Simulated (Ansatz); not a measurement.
Task: a formation energy from the elements of ZnNi and its elements, with Ansatz 0.2.0 through its Python package. Give the script and its output. Use (first run): r2SCAN, PAW, cutoff 530 eV, Gaussian smearing of 0.05 eV, collinear spin.

Script `run_formation.py`:
```python
'''Heat of formation of ZnNi at zero temperature, after relaxing atoms and volume at fixed cell shape.'''

from collections import Counter
import warnings

import ansatz as az
import numpy as np

PHASES = {
    'ZnNi': (
        [[2.9083, 0.0, 0.0], [0.0, 2.9083, 0.0], [0.0, 0.0, 2.9083]],
        [
            ('Zn', [0.5, 0.5, 0.5]),
            ('Ni', [0.0, 0.0, 0.0]),
        ],
    ),
    'Zn': (
        [[2.67, 0.0, 0.0], [-1.335, 2.312288, 0.0], [0.0, 0.0, 4.966]],
        [
            ('Zn', [1 / 3, 2 / 3, 0.25]),
            ('Zn', [2 / 3, 1 / 3, 0.75]),
        ],
    ),
    'Ni': (
        [[0.0, 1.761935, 1.761935], [1.761935, 0.0, 1.761935], [1.761935, 1.761935, 0.0]],
        [
            ('Ni', [0.0, 0.0, 0.0]),
        ],
    ),
}
MOMENTS = {'Ni': 1.5}  # parallel starting moments in muB


def build(vectors, sites):
    crystal = az.Crystal(lattice=az.Lattice.of(vectors))
    for symbol, position in sites:
        crystal = crystal.atom(symbol, position)
    return crystal

POLARISED = {'ZnNi', 'Ni'}


def run_phase(name, crystal):
    calc = crystal.calculation()
    calc = calc.functional(az.Functional.R2SCAN)
    calc = calc.basis(530)
    calc = calc.kpoints(spacing=0.27)
    calc = calc.occupations('gaussian', width=0.05)
    calc = calc.stress()
    if name in POLARISED:
        calc = calc.spin('collinear')
    calc = calc.relax(force_tolerance=0.02, max_steps=60, fix_cell=['shape'])
    return calc.run(threads=1, backend='cpu')


def counts(outcome):
    return Counter(site.symbol for site in outcome.lattice.sites)

def formation_energy(outcome, mu):
    n = counts(outcome)
    return (outcome.report['energy_sigma0_ev'] - sum(k * mu[element] for element, k in n.items())) / sum(n.values())


def volume_per_atom(outcome):
    return abs(np.linalg.det(outcome.lattice.cell_ang)) / len(outcome.lattice.sites)

warnings.simplefilter('ignore')

phases = {name: build(*cell) for name, cell in PHASES.items()}
for name in ['ZnNi', 'Ni']:
    phases[name] = phases[name].moments({e: m for e, m in MOMENTS.items() if e in phases[name].species()})

done = {}
for name, crystal in phases.items():
    done[name] = run_phase(name, crystal)
    print(f'{name}: {done[name].report["energy_sigma0_ev"]:.4f} eV, {len(done[name].lattice.sites)} atoms')

# chemical potentials of the elements at zero temperature
references = {'Zn': 'Zn', 'Ni': 'Ni'}
mu = {element: done[name].report['energy_sigma0_ev'] / len(done[name].lattice.sites) for element, name in references.items()}

target = done['ZnNi']
heat = formation_energy(target, mu)
n = counts(target)
print('cell content:', dict(n), ' volume', round(volume_per_atom(target), 3), 'A^3/atom')
print('formation energy', round(heat, 4), 'eV/atom,', round(heat * sum(n.values()), 4), 'eV per cell')
print('bound against the elements' if heat < 0 else 'unbound against the elements')
```

```console
$ python run_formation.py
ZnNi: -9171.4472 eV, 2 atoms
Zn: -6651.3224 eV, 2 atoms
Ni: -5845.2973 eV, 1 atoms
cell content: {<Element.ZN: 'Zn'>: 1, <Element.NI: 'Ni'>: 1}  volume 11.581 A^3/atom
formation energy -0.2443 eV/atom, -0.4887 eV per cell
bound against the elements
```

Caveats:
- Absolute energies stand on the zero of these potentials, so only differences at equal settings mean something.
- The magnetic order follows from the starting moments and needn't be the lowest.
- Atoms and volume are relaxed with the cell's shape held, which in cells of lower than cubic symmetry can hide stresses and shift volumes.
- r2SCAN tends to overestimate the moments of itinerant magnets.
- The cells come from databases of deposited and of computed structures, and not all need be stable phases.
- The compound is the structure given, not necessarily its lowest; energies are at zero temperature, with no correction for gases. Magnetic phases start from parallel moments and may not end in their lowest magnetic state. A semilocal functional's error on such energies is often 0.05 to 0.1 eV an atom, and 0.1 to 0.3 eV against gases such as O2 or F2.
- Timing: 94 s on 1 thread of Arm Neoverse V1, with other jobs on the host, peak memory 0.53 GiB.
